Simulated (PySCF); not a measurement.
# BrGeH3: the cost of one run

The runs use PySCF 2.14.0, with density-fitted response routines of our own; the level of theory stands in each step. All values are computed, except where a source is named. Atoms count from 0, in the outputs and in this text.

### 1 The molecule as given

5 atoms, charge 0, multiplicity 1; geometry from: GFN2-xTB. The atoms were then displaced at random by about 0.01 Å, so the start is not that level's minimum.

Bonds of the start (Å): Ge0–Br1 2.23, Ge0–H2 1.49, Ge0–H3 1.52, Ge0–H4 1.51.

### 2 Relaxing the molecule at PBE0-D3(BJ)/def2-SVP

What the job is given:

```
{"job": {"xc": "PBE0", "basis": "def2-SVP", "d3": "d3bj", "grid": 1, "shake": 0.01, "kind": "geom"}, "charge": 0, "multiplicity": 1}
Ge    -0.162260    -0.029000    -0.006660
Br     2.068000     0.036050     0.075620
H     -0.686220    -0.647210     1.245960
H     -0.617660     1.417690    -0.124790
H     -0.568290    -0.811510    -1.228030
```

Started as:

```bash
> OMP_NUM_THREADS=1 python probes_run.py task.json out
```

One launch serves the whole session: the jobs run in the order shown.

Q: Estimate the wall time and peak memory of this first job on 1 thread of Intel Xeon Platinum 8259CL at 2.50GHz, shared host.

About 12 s, with a peak of 0.35 GiB.
